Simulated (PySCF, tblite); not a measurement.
# C8H9B: geometry, infrared bands and NMR shifts

Aim: predict the infrared bands and NMR shifts of C8H9B (`C#C/C=C\CBC#CC`).

Computed with tblite 0.8.0 and PySCF 2.14.0, with density-fitted response routines of our own, on a single molecule in the gas phase. Atoms are numbered from 0 throughout.

## (1) The molecule as given

18 atoms, charge 0, multiplicity 1; geometry from: force field or distance geometry start.

Bonds of the start (Å): C0–C1 1.23, C1–C2 1.42, C2–C3 1.33, C3–C4 1.48, C4–B5 1.60, B5–C6 1.54, C6–C7 1.21, C7–C8 1.48, C0–H9 1.06, C2–H10 1.09, C3–H11 1.07, C4–H12 1.11, C4–H13 1.09, B5–H14 1.19, C8–H15 1.11, C8–H16 1.11, C8–H17 1.09.

## (2) Relaxing the molecule with GFN2-xTB

The job: settings as JSON, then the geometry in Å.

```
{"job": {"kind": "relax", "xc": "GFN2-xTB", "basis": "xTB"}, "charge": 0, "multiplicity": 1}
C     -2.135500    -3.201800     0.771200
C     -2.584900    -2.070200     0.603800
C     -3.063800    -0.745300     0.420500
C     -2.366600     0.235300    -0.140600
C     -0.981100    -0.060100    -0.570400
B     -0.020700     0.923400     0.242000
C      1.494600     0.762900    -0.011200
C      2.685600     0.627400    -0.187900
C      4.134200     0.426800    -0.419400
H     -1.777800    -4.182300     0.928800
H     -4.085700    -0.515100     0.734600
H     -2.801600     1.204600    -0.248100
H     -0.866900     0.218500    -1.642500
H     -0.683800    -1.104500    -0.468100
H     -0.354400     1.088800     1.377000
H      4.667200     1.104100     0.287400
H      4.432200    -0.623800    -0.211600
H      4.300300     0.652700    -1.477200
```

Launch:

```sh
$ OMP_NUM_THREADS=1 python probes_run.py task.json out
```

The driver reads the jobs from task.json and runs them one after another.

**Question.** This job is followed by: GFN2-xTB harmonic vibrations, gas phase; GIAO PBE0/pcSseg-1 NMR shielding, non-relativistic, gas phase. What will the session give for the following? strongest single infrared mode (GFN2-xTB); zero-point energy (GFN2-xTB); 13C shifts against TMS (PBE0/pcSseg-1); 1H shifts against TMS (PBE0/pcSseg-1, means over atoms taken as alike); 11B shifts against BF3·OEt2 (PBE0/pcSseg-1); surface potential, 1st and 99th percentile.

As calculated:

| quantity | value |
| --- | --- |
| strongest single infrared mode (GFN2-xTB) | 2305 cm⁻¹, 266 km/mol |
| zero-point energy (GFN2-xTB) | 85.1 kcal/mol |
| 13C shifts against TMS (PBE0/pcSseg-1) | 159.0, 148.4, 111.4, 98.6, 92.5, 85.4, 40.9, 8.0 ppm |
| 1H shifts against TMS (PBE0/pcSseg-1, means over atoms taken as alike) | 6.87, 6.67, 5.64, 2.86, 2.76, 2.44 ppm |
| 11B shifts against BF3·OEt2 (PBE0/pcSseg-1) | 69.1 ppm |
| surface potential, 1st and 99th percentile | -0.98 V and 1.14 V |

In words: Over 60 steps the energy fell by 0.618 eV; of the close pairs, B5–C6 changed most, 1.545 to 1.496 Å. The lowest mode is slightly imaginary (7i cm⁻¹), a soft motion within the noise of the Hessian, so the minimum is not strictly shown. The strongest single mode, at 2305 cm⁻¹, moves mainly C7 and C6. GFN2-xTB is a fitted tight-binding method: band positions and strengths are rough. Its intensities can rank the bands wrongly. At PBE0/pcSseg-1: The largest span, 296 ppm, is at C1, where the paramagnetic term is -155 ppm. At PBE0/pcSseg-1, counted by nearest atom on the grid, the HOMO lies on C0, C3 about 23 % each; C2 19 %, the LUMO on B5 44 %; C7 21 %.
